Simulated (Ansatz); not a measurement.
# GeW (CsCl type): how the settings move a single-point run

Question: which choices in the input matter for GeW (CsCl type)?

Computed with Ansatz 0.2.0 (reference: DFT, PBE, PAW with Ansatz's default frozen-core files, scalar-relativistic, unless a step's input says otherwise).

1 further run of the same task is left out (set aside as unsound or not needed).

## Step 1: The system as given

The structure is cubic, space group Pm-3m (No. 221). Conventional cell: a = 2.848 Å, b = 2.848 Å, c = 2.848 Å, α = 90.00°, β = 90.00°, γ = 90.00°. W (site symmetry m-3m) is surrounded by 8 Ge at 2.47 Å. Ge (site symmetry m-3m) has 8 W at 2.47 Å as nearest neighbours.

As a file:

```xyz
2
Lattice="2.8480 0.0000 0.0000 0.0000 2.8480 0.0000 0.0000 0.0000 2.8480" Properties=species:S:1:pos:R:3 pbc="T T T"
W     0.0000    0.0000    0.0000
Ge    1.4240    1.4240    1.4240
```

## Step 2: Baseline

Contents of input.yaml:

```yaml
crystal:
  lattice:
    - [2.8480238347, 0.0, 0.0]
    - [0.0, 2.8480238347, 0.0]
    - [0.0, 0.0, 2.8480238347]
  atoms:
    - { symbol: W, position: [0.0, 0.0, 0.0] }
    - { symbol: Ge, position: [0.5, 0.5, 0.5] }
kpoints:
  mp_grid: { grid: [14, 14, 14] }
scf:
  occupations: { method: fermi_dirac, width: 0.05 }
hamiltonian:
  xc: pbe
  pseudopotentials: { kind: paw }
output:
  forces: true
  stress: true
  eigenvalues: true
  populations: true
```

Run with:

```console
$ ansatz run input.yaml --threads 1 --pin off --max-ram 2048MiB --backend cpu --events-out ev --progress --plain --runs-dir out
```

## Step 3: Changing settings: dr2_threshold 1.0e-05, xc r2scan, hubbard.sites [{species: W, l: d, u_eff: 8.0}], hubbard.double_counting fll

input.yaml: that of step 2 with these lines changed.

```diff
@@ -12,5 +12,7 @@
   occupations: { method: fermi_dirac, width: 0.05 }
+  convergence: { dr2_threshold: 1.0e-05 }
 hamiltonian:
-  xc: pbe
+  xc: r2scan
   pseudopotentials: { kind: paw }
+  hubbard: { sites: [{ species: W, l: d, u_eff: 8.0 }], double_counting: fll }
 output:
```

## Step 4: Changed: mp_grid.grid [9, 9, 9], preconditioner kerker_dos

input.yaml: that of step 2 with these lines changed.

```diff
@@ -9,5 +9,6 @@
 kpoints:
-  mp_grid: { grid: [14, 14, 14] }
+  mp_grid: { grid: [9, 9, 9] }
 scf:
   occupations: { method: fermi_dirac, width: 0.05 }
+  mixing: { preconditioner: kerker_dos }
 hamiltonian:
@@ -20 +21,5 @@
   populations: true
+  write_density: true
+  write_potential: true
+  elf: true
+  volumetric_format: npy
```

**Question.** What will these runs give? Wanted: for each run, ending; energy change; pressure; gap; force.

As calculated:

```csv
run,ending,energy change,pressure (GPa),gap (eV),force (eV/Å),cycles,time
reference,converged,0,112.7,0.00,0.00,6,2.6 s
"1: dr2_threshold 1.0e-05, xc r2scan, hubbard.sites [{species: W, l: d, u_eff: 8.0}], hubbard.double_counting fll",converged,not comparable,103.5,0.00,0.00,6,9.9 s
"2: mp_grid.grid [9, 9, 9], preconditioner kerker_dos",converged,+20.0 meV/atom,112.6,0.00,0.00,6,1.1 s
```

Times don't compare one to one where runs were asked for different outputs or read a saved state (see the inputs); cycles may leave out searches for a lower state.

Residual by cycle in the longest SCF loop of each run; runs are numbered as in the table. The quantity is the density residual dr2, in eV.

```csv
cycle,reference,run 1,run 2
1,0.00306,0.823,0.00179
2,0.00126,0.0745,9.7e-4
3,9.2e-5,0.0957,3.2e-4
4,1.0e-6,3.4e-4,2.8e-5
5,5.7e-8,5.0e-5,3.4e-6
6,1.7e-9,5.2e-6,8.8e-8
```

«mp_grid.grid [9, 9, 9], preconditioner kerker_dos» moves the energy by +20.0 meV/atom. A changed U is a change of model: its shifts are not errors of convergence. The structure is not at rest: the sound run finds 113 GPa, so these are no properties of the relaxed crystal. The reference leaves spin out although W can carry a moment, so its state need not be the lowest.
